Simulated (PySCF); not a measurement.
**C6H15BN2: NMR shifts in solvents**

Aim: compute the NMR shifts of C6H15BN2 (`C[NH2+][B@-](C)(C#N)C(C)C`), and see what a dielectric continuum does where one was used.

Programs: PySCF 2.14.0, with density-fitted response routines of our own. Each step states its level of theory. These are calculated values for one molecule, in the gas phase or a continuum, unless marked as measured. Atoms count from 0, in the outputs and in this text.

## 1. The starting structure

24 atoms, charge 0, multiplicity 1; geometry from: GFN2-xTB.

Bonds of the start (Å): C0–N1 1.46, N1–B2 1.66, B2–C3 1.62, B2–C4 1.56, C4–N5 1.15, B2–C6 1.64, C6–C7 1.53, C6–C8 1.53, C0–H9 1.09, C0–H10 1.09, C0–H11 1.09, N1–H12 1.02, N1–H13 1.02, C3–H14 1.09, C3–H15 1.09, C3–H16 1.09, C6–H17 1.10, C7–H18 1.09, C7–H19 1.09, C7–H20 1.09, C8–H21 1.09, C8–H22 1.09, C8–H23 1.09.

## 2. Relaxing the molecule at PBE0-D3(BJ)/def2-SVP

The job: settings as JSON, then the geometry in Å.

```
{"job": {"xc": "PBE0", "basis": "def2-SVP", "d3": "d3bj", "grid": 1, "kind": "geom"}, "charge": 0, "multiplicity": 1}
C      2.241845    -0.613857    -0.829257
N      1.554298    -0.465825     0.452809
B      0.182236     0.471316     0.461111
C      0.610821     1.970409     0.007974
C     -0.236521     0.423577     1.958074
N     -0.516717     0.361497     3.071363
C     -0.941904    -0.247355    -0.493729
C     -2.270374     0.512047    -0.417017
C     -1.194570    -1.714092    -0.120225
H      1.565643    -1.071646    -1.546875
H      2.522109     0.369084    -1.199614
H      3.136811    -1.231401    -0.736783
H      1.263542    -1.376055     0.805030
H      2.180246    -0.048583     1.138742
H      1.517652     2.313987     0.507827
H      0.773264     2.055699    -1.065401
H     -0.166857     2.686157     0.263289
H     -0.625162    -0.222756    -1.544851
H     -2.636437     0.526783     0.607322
H     -2.142163     1.539195    -0.748179
H     -3.027319     0.042357    -1.044915
H     -0.328300    -2.346055    -0.323601
H     -2.029662    -2.118101    -0.691884
H     -1.444216    -1.796617     0.936272
```

Run with:

```console
> OMP_NUM_THREADS=1 python probes_run.py task.json out
```

The driver reads the jobs from task.json and runs them one after another.

The program printed:

```text
step   0  E = -371.35243007  max force = 0.028572
step   1  E = -371.35558989  max force = 0.002064
step   2  E = -371.35564153  max force = 0.000610
step   3  E = -371.35564670  max force = 0.000201
optimisation converged
```

Run time: 3.7 min. Hardware: 1 thread, shared host.

Relaxation path:

```csv
step,energy from step 0 (eV),largest force component (eV/Å)
0,0.0000,1.4692
1,-0.0860,0.1061
2,-0.0874,0.0314
3,-0.0875,0.0103
```

Close pairs (by a distance rule), those that changed most:

```csv
bond,before (Å),after (Å),change (Å)
B2–C4,1.555,1.599,+0.044
C7–H18,1.088,1.102,+0.015
C3–H15,1.089,1.104,+0.015
C8–H23,1.089,1.103,+0.014
C8–H21,1.091,1.106,+0.014
C3–H14,1.091,1.105,+0.014
C7–H19,1.087,1.100,+0.013
C3–H16,1.087,1.101,+0.013
```

The next job starts from the end point, and lists it.

```csv
at the end point,value
point group (found at 0.08 Å tolerance),C1
"rotational constants (GHz, main isotopes)","1.556, 1.336, 1.115"
dipole moment (D),6.90
```

## 3. NMR shieldings: PBE0/pcSseg-1 in chloroform

The job: settings as JSON, then the geometry in Å.

```
{"job": {"kind": "nmr", "xc": "PBE0", "basis": "pcSseg-1", "solvent": "chloroform", "pop": true}, "charge": 0, "multiplicity": 1}
C      1.995112    -0.973733    -0.884669
N      1.326000    -0.790335     0.407916
B     -0.004871     0.189072     0.415851
C      0.456873     1.664619    -0.049626
C     -0.404278     0.147405     1.963946
N     -0.675842     0.073597     3.090801
C     -1.161471    -0.506186    -0.498281
C     -2.454263     0.304485    -0.421513
C     -1.431832    -1.966932    -0.137803
H      1.290073    -1.427166    -1.591315
H      2.294338     0.006141    -1.274405
H      2.880895    -1.617123    -0.787996
H      1.031308    -1.694244     0.785222
H      1.978151    -0.404907     1.094108
H      1.363645     2.027681     0.466010
H      0.637107     1.729618    -1.136402
H     -0.333738     2.394789     0.180670
H     -0.820049    -0.469536    -1.552012
H     -2.836105     0.338705     0.612170
H     -2.303289     1.343823    -0.749251
H     -3.247500    -0.130485    -1.052467
H     -0.559292    -2.624302    -0.308353
H     -2.253102    -2.395220    -0.735914
H     -1.716388    -2.065753     0.923447
```

With the program's defaults for keys left out, this is: GIAO PBE0/pcSseg-1 NMR shielding, non-relativistic, IEF-PCM chloroform.

The program printed:

```text
coarse grid: 19032 points
cycle   1  E = -371.4378245741  dE =  6.266e-01  |g| = 5.686e-01  |ddm| = 4.158e+00
cycle   2  E = -371.4023749193  dE =  3.545e-02  |g| = 7.148e-01  |ddm| = 1.284e+00
cycle   3  E = -371.5218531495  dE = -1.195e-01  |g| = 1.584e-01  |ddm| = 6.539e-01
cycle   4  E = -371.5265902281  dE = -4.737e-03  |g| = 6.344e-02  |ddm| = 1.422e-01
cycle   5  E = -371.5274503156  dE = -8.601e-04  |g| = 1.235e-02  |ddm| = 4.998e-02
cycle   6  E = -371.5274852727  dE = -3.496e-05  |g| = 2.604e-03  |ddm| = 1.308e-02
cycle   7  E = -371.5274867031  dE = -1.430e-06  |g| = 8.355e-04  |ddm| = 2.564e-03
final grid: 181024 points
cycle   8  E = -371.5756521727  dE = -7.850e-05  |g| = 1.020e-02  |ddm| = 4.616e-02
cycle   9  E = -371.5756443516  dE =  7.821e-06  |g| = 1.174e-02  |ddm| = 1.965e-02
cycle  10  E = -371.5756788030  dE = -3.445e-05  |g| = 1.008e-03  |ddm| = 1.038e-02
cycle  11  E = -371.5756789657  dE = -1.627e-07  |g| = 5.295e-04  |ddm| = 1.034e-03
cycle  12  E = -371.5756790167  dE = -5.092e-08  |g| = 1.991e-04  |ddm| = 4.185e-04
cycle  13  E = -371.5756790253  dE = -8.630e-09  |g| = 4.089e-05  |ddm| = 1.502e-04
cycle  14  E = -371.5756790256  dE = -3.333e-10  |g| = 9.267e-06  |ddm| = 3.409e-05
converged SCF energy = -371.5756790256

GIAO shielding tensors (ppm)
atom      isotropic    diamagn.    paramagn.     s11        s22        s33       span
  0 C      157.988     246.057     -88.069    141.927    146.247    185.790     43.863
  1 N      209.564     322.242    -112.678    201.268    210.732    216.693     15.425
  2 B      115.231     184.511     -69.280     99.520    118.981    127.193     27.673
  3 C      181.789     250.710     -68.922    173.839    181.574    189.953     16.114
  4 C       40.567     263.621    -223.053    -85.921    -82.034    289.656    375.577
  5 N      -52.266     344.050    -396.317   -225.920   -220.284    289.405    515.325
  6 C      166.519     247.478     -80.959    158.313    165.744    175.500     17.187
  7 C      163.869     246.548     -82.679    148.482    157.842    185.283     36.801
  8 C      165.098     247.981     -82.883    152.229    156.746    186.319     34.090
  9 H       28.897      30.399      -1.502     23.413     29.251     34.028     10.616
 10 H       28.892      29.726      -0.834     23.404     28.781     34.491     11.087
 11 H       28.779      26.656       2.123     23.726     25.734     36.878     13.152
 12 H       27.973      33.286      -5.313     22.553     25.685     35.682     13.129
 13 H       28.515      31.925      -3.410     21.682     26.120     37.743     16.061
 14 H       31.604      31.262       0.342     27.824     28.682     38.307     10.483
 15 H       31.319      32.388      -1.069     27.926     29.145     36.886      8.960
 16 H       31.055      31.468      -0.413     26.653     29.680     36.831     10.177
 17 H       30.808      34.356      -3.548     27.850     29.387     35.186      7.336
 18 H       30.478      30.671      -0.194     26.443     29.471     35.519      9.076
 19 H       30.233      30.865      -0.632     24.571     29.705     36.422     11.851
 20 H       30.424      29.484       0.940     25.913     27.679     37.679     11.766
 21 H       30.441      31.688      -1.247     25.017     30.109     36.196     11.179
 22 H       30.329      29.738       0.591     25.838     27.555     37.593     11.755
 23 H       30.355      31.257      -0.902     26.449     29.242     35.376      8.927
```

Wall time 2.1 min (1 thread, shared host).

Shifts follow as δ = σ(reference) − σ, with reference shieldings (ppm) from runs at the same level and on the same kind of geometry: 1H TMS 31.25, 13C TMS 185.2, 15N NH3 267.8, 11B BF3·OEt2 101.2. The references are single molecules in the same continuum, so shifts against H2O, NH3, PH3, H3PO4 or CFCl3 are not on the usual liquid scales and can be off by tens of ppm. Atoms listed in one row are averaged.

```csv
atoms,environment,σ (ppm),δ (ppm)
C4,nitrile carbon,40.6,144.6
C0,methyl carbon bonded to N,158.0,27.2
C7,methyl carbon,163.9,21.3
C8,methyl carbon,165.1,20.1
C6,sp3 CH bonded to B,166.5,18.6
C3,methyl carbon bonded to B,181.8,3.4
H12,hydrogen on a donor nitrogen of a Lewis adduct,27.97,3.27
H13,hydrogen on a donor nitrogen of a Lewis adduct,28.52,2.73
"H9, H10, H11",hydrogen on a methyl carbon bonded to N,28.86,2.39
"H21, H22, H23",hydrogen on a methyl carbon,30.38,0.87
"H18, H19, H20",hydrogen on a methyl carbon,30.38,0.87
H17,hydrogen on an sp3 CH bonded to B,30.81,0.44
"H14, H15, H16",hydrogen on a methyl carbon bonded to B,31.33,-0.08
N5,nitrile nitrogen,-52.3,320.1
N1,donor nitrogen of a Lewis adduct,209.6,58.2
B2,"boron bonded to 3 C, N",115.2,-14.0
```

The run also stored atomic charges by several schemes (e):

```csv
atoms,Mulliken,IAO,Hirshfeld,ESP fit
C0,-0.15,-0.31,-0.03,-0.26
N1,-0.46,-0.27,-0.03,-0.11
B2,0.52,0.05,0.08,0.25
C3,-0.48,-0.54,-0.20,-0.65
C4,-0.12,0.06,0.01,0.18
N5,-0.34,-0.34,-0.32,-0.57
C6,-0.51,-0.21,-0.09,0.52
C7,-0.24,-0.40,-0.12,-0.60
C8,-0.25,-0.41,-0.12,-0.62
```

Mayer bond orders: C0–N1 0.97, N1–B2 0.47, B2–C3 1.05, B2–C4 0.78, C4–N5 2.96, B2–C6 0.90, C6–C7 1.06, C6–C8 1.03.

## 4. NMR shieldings: PBE0/pcSseg-1 in tetrahydrofuran

Same as in step 3 but for these lines:

```diff
@@ -1,2 +1,2 @@
-{"job": {"kind": "nmr", "xc": "PBE0", "basis": "pcSseg-1", "solvent": "chloroform", "pop": true}, "charge": 0, "multiplicity": 1}
+{"job": {"kind": "nmr", "xc": "PBE0", "basis": "pcSseg-1", "solvent": "tetrahydrofuran", "pop": false}, "charge": 0, "multiplicity": 1}
 C      1.995112    -0.973733    -0.884669
```

With the program's defaults for keys left out, this is: GIAO PBE0/pcSseg-1 NMR shielding, non-relativistic, IEF-PCM tetrahydrofuran.

The program printed:

```text
coarse grid: 19032 points
cycle   1  E = -371.4413612010  dE =  6.231e-01  |g| = 5.663e-01  |ddm| = 4.158e+00
cycle   2  E = -371.4076015189  dE =  3.376e-02  |g| = 7.067e-01  |ddm| = 1.265e+00
cycle   3  E = -371.5246826577  dE = -1.171e-01  |g| = 1.536e-01  |ddm| = 6.430e-01
cycle   4  E = -371.5291155913  dE = -4.433e-03  |g| = 6.216e-02  |ddm| = 1.379e-01
cycle   5  E = -371.5299407270  dE = -8.251e-04  |g| = 1.217e-02  |ddm| = 4.866e-02
cycle   6  E = -371.5299746515  dE = -3.392e-05  |g| = 2.539e-03  |ddm| = 1.280e-02
cycle   7  E = -371.5299760046  dE = -1.353e-06  |g| = 8.199e-04  |ddm| = 2.466e-03
final grid: 181024 points
cycle   8  E = -371.5781240499  dE = -7.850e-05  |g| = 1.019e-02  |ddm| = 4.612e-02
cycle   9  E = -371.5781164328  dE =  7.617e-06  |g| = 1.170e-02  |ddm| = 1.956e-02
cycle  10  E = -371.5781506113  dE = -3.418e-05  |g| = 9.946e-04  |ddm| = 1.028e-02
cycle  11  E = -371.5781507708  dE = -1.595e-07  |g| = 5.158e-04  |ddm| = 1.014e-03
cycle  12  E = -371.5781508188  dE = -4.795e-08  |g| = 1.972e-04  |ddm| = 4.108e-04
cycle  13  E = -371.5781508272  dE = -8.476e-09  |g| = 4.107e-05  |ddm| = 1.483e-04
cycle  14  E = -371.5781508276  dE = -3.370e-10  |g| = 9.214e-06  |ddm| = 3.417e-05
converged SCF energy = -371.5781508276

GIAO shielding tensors (ppm)
atom      isotropic    diamagn.    paramagn.     s11        s22        s33       span
  0 C      157.973     246.088     -88.115    141.896    146.212    185.811     43.915
  1 N      210.028     322.311    -112.284    202.143    210.994    216.946     14.802
  2 B      115.319     184.446     -69.127     99.735    118.976    127.246     27.511
  3 C      181.927     250.803     -68.876    174.075    181.680    190.026     15.951
  4 C       39.785     263.554    -223.770    -87.082    -83.065    289.501    376.583
  5 N      -49.613     344.355    -393.968   -222.096   -216.616    289.873    511.969
  6 C      166.556     247.492     -80.936    158.349    165.721    175.598     17.249
  7 C      163.849     246.662     -82.813    148.513    157.720    185.312     36.799
  8 C      165.096     247.968     -82.871    152.239    156.697    186.353     34.114
  9 H       28.899      30.399      -1.500     23.409     29.247     34.041     10.632
 10 H       28.895      29.729      -0.834     23.401     28.777     34.509     11.108
 11 H       28.737      26.611       2.127     23.684     25.678     36.850     13.165
 12 H       27.927      33.212      -5.286     22.468     25.632     35.680     13.213
 13 H       28.443      31.835      -3.392     21.576     26.026     37.727     16.151
 14 H       31.579      31.271       0.309     27.781     28.661     38.296     10.515
 15 H       31.300      32.392      -1.093     27.891     29.128     36.880      8.989
 16 H       31.112      31.517      -0.405     26.719     29.748     36.868     10.149
 17 H       30.781      34.344      -3.563     27.814     29.346     35.183      7.369
 18 H       30.527      30.740      -0.213     26.508     29.527     35.546      9.038
 19 H       30.233      30.890      -0.657     24.581     29.704     36.413     11.832
 20 H       30.422      29.505       0.917     25.920     27.673     37.672     11.752
 21 H       30.362      31.615      -1.253     24.926     30.024     36.137     11.211
 22 H       30.344      29.743       0.601     25.858     27.565     37.610     11.752
 23 H       30.403      31.305      -0.901     26.490     29.304     35.416      8.926
```

It took 1.9 min on 1 thread, shared host.

Key values: δ C4 145.5, C0 27.3, C7 21.4, C8 20.2, H12 3.32, H13 2.80 ppm.

## 5. Comparing the runs: NMR shifts

Shifts (ppm) of some atoms, chosen among heavy atoms and hydrogens apart, with basis size and wall time:

```csv
run,C4,C0,C7,H12,H13,N5,N1,functions,time
PBE0/pcSseg-1 in chloroform,144.6,27.2,21.3,3.27,2.73,320.1,58.2,228,2.1 min
PBE0/pcSseg-1 in tetrahydrofuran,145.5,27.3,21.4,3.32,2.80,317.7,58.1,228,1.9 min
```

The continuum's effect on the ground state:

```csv
solvent,ε,polarisation energy (Eh),μ (D)
chloroform,4.71,-0.0194,8.46
tetrahydrofuran,7.43,-0.0227,8.68
```

## 6. Summary of results

```
                                                                          quantity                                          value
                                                                       point group                                             C1
                                              rotational constants (main isotopes)                           1.56, 1.34, 1.11 GHz
                                13C shifts against TMS (PBE0/pcSseg-1, chloroform)         144.6, 27.2, 21.3, 20.1, 18.6, 3.4 ppm
1H shifts against TMS (PBE0/pcSseg-1, chloroform, means over atoms taken as alike)  3.27, 2.73, 2.39, 0.87, 0.87, 0.44, -0.08 ppm
                                15N shifts against NH3 (PBE0/pcSseg-1, chloroform)                                320.1, 58.2 ppm
                           11B shifts against BF3·OEt2 (PBE0/pcSseg-1, chloroform)                                      -14.0 ppm
                                                          range of the shift of N5                             317.7 to 320.1 ppm
```

In words: Relaxing lowered the energy by 0.088 eV in 3 steps; the close pair that moved most is B2–C4, from 1.555 to 1.599 Å. No frequency check was run at this level, so the end point may be a saddle. At PBE0/pcSseg-1: Shielding is most anisotropic at N5 (span 515 ppm, paramagnetic term -396 ppm). In ppm, N5 moves most: its shift spreads over 2.4 ppm, from 317.7 (PBE0/pcSseg-1 in tetrahydrofuran) to 320.1 (PBE0/pcSseg-1 in chloroform). The continuum holds electrostatics alone: no hydrogen bonds to the solvent, and the gas-phase geometry is kept.
